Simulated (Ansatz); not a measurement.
# NiMoIrPdW (Cm) in Ansatz: further runs, part 2 of 2

Ansatz 0.2.0. The steps go on from the part before.

### 3 Relaxation of cell and atoms, PBE, collinear spin, ferromagnetic start, target pressure 5 GPa, at which the enthalpy is minimised

Input file input.yaml:

```yaml
crystal:
  lattice:
    - [2.3446, -1.43138, 0.00906]
    - [2.3446, 1.43138, 0.00906]
    - [-2.206, 0.0, 10.92374]
  atoms:
    - { symbol: Ni, position: [0.49838, 0.49838, 0.29525], spin: 1.0 }
    - { symbol: Mo, position: [0.31773, 0.31773, 0.91207], spin: 1.0 }
    - { symbol: Pd, position: [0.24733, 0.24733, 0.49061] }
    - { symbol: Ir, position: [0.74982, 0.74982, 0.10802], spin: 0.6 }
    - { symbol: W, position: [0.68673, 0.68673, 0.69406] }
hamiltonian:
  xc: pbe
  pseudopotentials: { kind: paw }
magnetization:
  spin_polarized: true
kpoints:
  mp_grid: { grid: [8, 8, 2] }
scf:
  occupations: { method: fermi_dirac, width: 0.05 }
output:
  forces: true
  stress: true
  eigenvalues: true
relax:
  f_tol: 0.01
  max_steps: 40
  cell: { stress_tol: 0.05, p_target: 5.0 }
```

Potentials or basis: Ansatz PAW.

Launch:

```
$ ansatz run input.yaml --threads 8 --pin off --max-ram 20480MiB --backend cpu --events-out ev --progress --plain --runs-dir out
```

Output:

```text
Warning: RAYON_NUM_THREADS=8 ignored (pool sized by the plan → 8); use --threads N
Engine: ansatz 0.2.0, aarch64-unknown-linux-gnu
Pseudopotentials: kind: paw
Pseudopotential: Ni, paw, valence charge 18, recommended cutoff 420 eV (normal), Ni.paw.azcp
Pseudopotential: Mo, paw, valence charge 14, recommended cutoff 420 eV (normal), Mo.paw.azcp
Pseudopotential: Pd, paw, valence charge 18, recommended cutoff 420 eV (normal), Pd.paw.azcp
Pseudopotential: Ir, paw, valence charge 17, recommended cutoff 420 eV (normal), Ir.paw.azcp
Pseudopotential: W, paw, valence charge 14, recommended cutoff 420 eV (normal), W.paw.azcp
Functional definition: PBE
  parameter kappa = 0.804
  parameter beta = 0.06672455060314922
[... 223 lines left out ...]
  k-point 1 ↑: bands = ["-81.3053", "-71.1516", "-63.3747", "-52.5318", "-41.8031", "-41.6438", "-41.6245", "-39.6158", "-29.2540", "-28.8644", "-28.8481", "-27.9919", "-27.8230", "-27.7624", "-16.9587", "-16.1894", "-16.0961", "-13.7395", "-13.0410", "-12.9600", "12.3473", "13.1406", "14.9691", "15.5071", "16.0923", "17.6571", "17.9120", "18.4049", "18.4446", "18.5461", "18.8930", "19.1689", "19.3135", "19.3820", "19.3961", "19.7763", "19.8543", "19.9940", "20.4658", "20.5343", "20.9024", "20.9415", "21.4583", "21.6930", "22.0258", "22.1628", "22.8761", "23.8787", "24.6646", "25.2324", "30.0310"]
  k-point 2 ↑: bands = ["-81.3046", "-71.1468", "-63.3699", "-52.5169", "-41.8023", "-41.6481", "-41.6292", "-39.5883", "-29.2483", "-28.9041", "-28.8619", "-27.9827", "-27.8849", "-27.7901", "-16.9317", "-16.3499", "-16.1543", "-13.7146", "-13.2077", "-13.0175", "12.8038", "13.9501", "15.2718", "15.9435", "16.1994", "17.4728", "17.7910", "18.2744", "18.4498", "18.6389", "18.7013", "18.7926", "19.1245", "19.3876", "19.5132", "19.6202", "19.9289", "20.1565", "20.3297", "20.5488", "20.6712", "20.9611", "21.2846", "21.8863", "22.0829", "22.1838", "23.6625", "24.1809", "24.5747", "25.8858", "31.1725"]
  k-point 41 ↓: bands = ["-81.2992", "-71.1110", "-63.3343", "-52.4080", "-41.7965", "-41.7004", "-41.6410", "-39.3885", "-29.2076", "-29.1802", "-28.9574", "-28.3146", "-27.9765", "-27.9137", "-17.3684", "-16.7489", "-16.5314", "-14.2818", "-13.5328", "-13.3934", "14.6904", "15.3319", "15.7225", "15.9057", "16.0333", "16.3972", "17.5104", "17.7984", "18.2226", "18.7405", "18.7503", "19.0524", "19.8307", "20.4174", "20.4695", "20.9776", "21.2427", "21.2747", "21.6740", "22.0472", "22.3114", "22.5909", "23.3483", "24.0985", "24.3096", "25.2386", "25.7892", "26.8195", "27.2496", "27.7408", "28.3307"]
--- Relaxed structure (6 steps of the walk, 5 accepted, 1 SCFs on fresh bases) ---
  F+E_penalty+E_count = -40088.55524095 eV   max|allowed force component| = 1.965e-3 eV/Å   (the final SCF, on the basis selected at the relaxed cell)
  cell:  # Å, volume = 71.8449 Å³
    - [2.3362547746651354, -1.4125704246707393, 0.015322261507749593]
    - [2.3362547746651354, 1.4125704246707393, 0.015322261507749589]
    - [-2.1687675758976166, -8.981321264411796e-18, 10.870952148005086]
  atoms:
    - { symbol: Ni, position: [0.4981876955093174, 0.4981876955093174, 0.2956845089309881] }
    - { symbol: Mo, position: [0.32278213446331777, 0.32278213446331777, 0.9121034454357921] }
    - { symbol: Pd, position: [0.24545073812202445, 0.24545073812202445, 0.49003326633890454] }
    - { symbol: Ir, position: [0.7521285097787257, 0.7521285097787257, 0.10900178354908407] }
    - { symbol: W, position: [0.6814409221266148, 0.6814409221266148, 0.6931869957452309] }
```

Run time: 45 s. Hardware: 8 threads of Arm Neoverse V2, shared host; peak memory 0.73 GiB.

What came out:

| Item | Value |
| --- | --- |
| Free energy | -40088.5552 eV |
| Relaxed volume | 14.37 Å³/atom |
| Relaxed cell | a = 2.730 Å, b = 2.730 Å, c = 11.085 Å, α = 99.32°, β = 99.32°, γ = 62.32° |
| Space group after relaxing (to 0.05 Å) | Cm (No. 8) |
| Energy change on relaxing (the enthalpy is what falls) | +3.7 meV/atom |
| Ionic steps | 6 |
| Pressure after relaxing | 5.0 GPa |
| Band gap on the k mesh | none (metal or under the smearing width) |
| Net moment | 0.00 μB per cell |
| Absolute moment | 0.00 μB per cell |

Forces on the atoms (eV/Å):
```
Ni  -0.001  0.000 -0.001
Mo   0.001  0.000  0.002
Pd   0.002  0.000  0.000
Ir  -0.001  0.000  0.001
W    0.000  0.000 -0.002
```

Step by step:
| step | energy change (eV) | largest force (eV/Å) | volume (Å³) |
| --- | --- | --- | --- |
| 1 | 0.0000 | 0.0901 | 73.38 |
| 2 | 0.0149 | 0.0429 | 71.97 |
| 3 | 0.0182 | 0.0653 | 71.85 |
| 4 | 0.0185 | 0.0083 | 71.83 |
| 5 | 0.0179 | 0.0020 | 71.84 |
| 6 | 0.0186 | 0.0020 | 71.84 |

Final structure:
```yaml
crystal:
  lattice:
    - [2.33625, -1.41257, 0.01532]
    - [2.33625, 1.41257, 0.01532]
    - [-2.16877, 0.00000, 10.87095]
  atoms:
    - { symbol: Ni, position: [0.49819, 0.49819, 0.29568] }
    - { symbol: Mo, position: [0.32278, 0.32278, 0.91210] }
    - { symbol: Pd, position: [0.24545, 0.24545, 0.49003] }
    - { symbol: Ir, position: [0.75213, 0.75213, 0.10900] }
    - { symbol: W, position: [0.68144, 0.68144, 0.69319] }
```

Levels at points of the mesh, in eV from the Fermi level:
Spin up:
| k point | band 36 | band 37 | band 38 | band 39 | band 40 | band 41 | band 42 | band 43 | band 44 | band 45 |
| --- | --- | --- | --- | --- | --- | --- | --- | --- | --- | --- |
| (0.00, 0.00, 0.00) | -1.69 | -1.26 | -0.89 | -0.86 | -0.78 | -0.74 | -0.57 | -0.25 | 0.04 | 0.38 |
| (0.00, 0.00, -0.50) | -1.66 | -1.58 | -1.44 | -0.97 | -0.90 | -0.53 | -0.49 | 0.02 | 0.26 | 0.59 |
| (0.00, -0.50, 0.00) | -0.66 | -0.52 | -0.41 | -0.21 | 0.90 | 1.34 | 1.40 | 1.63 | 1.96 | 2.47 |
| (0.00, -0.50, -0.50) | -0.60 | -0.48 | -0.21 | -0.19 | 0.77 | 0.91 | 1.09 | 1.68 | 2.55 | 2.78 |
| (-0.50, -0.50, 0.00) | -0.47 | -0.38 | -0.16 | -0.10 | 0.30 | 1.14 | 1.17 | 1.79 | 2.89 | 3.01 |
| (-0.50, -0.50, -0.50) | -0.46 | -0.19 | -0.16 | 0.24 | 0.61 | 0.88 | 1.16 | 1.91 | 2.66 | 2.87 |
Spin down:
```csv
k point,band 36,band 37,band 38,band 39,band 40,band 41,band 42,band 43,band 44,band 45
"(0.00, 0.00, 0.00)",-1.69,-1.26,-0.89,-0.86,-0.78,-0.74,-0.57,-0.25,0.04,0.38
"(0.00, 0.00, -0.50)",-1.66,-1.58,-1.44,-0.97,-0.90,-0.53,-0.49,0.02,0.26,0.59
"(0.00, -0.50, 0.00)",-0.66,-0.52,-0.41,-0.21,0.90,1.34,1.40,1.63,1.96,2.47
"(0.00, -0.50, -0.50)",-0.60,-0.48,-0.21,-0.19,0.77,0.91,1.09,1.68,2.55,2.78
"(-0.50, -0.50, 0.00)",-0.47,-0.38,-0.16,-0.10,0.30,1.14,1.17,1.79,2.89,3.01
"(-0.50, -0.50, -0.50)",-0.46,-0.19,-0.16,0.24,0.61,0.88,1.16,1.91,2.66,2.87
```

Caveat: the plane-wave basis is chosen anew once the cell has moved, so the energies of steps on either side of that aren't comparable; the starting moments weren't kept.
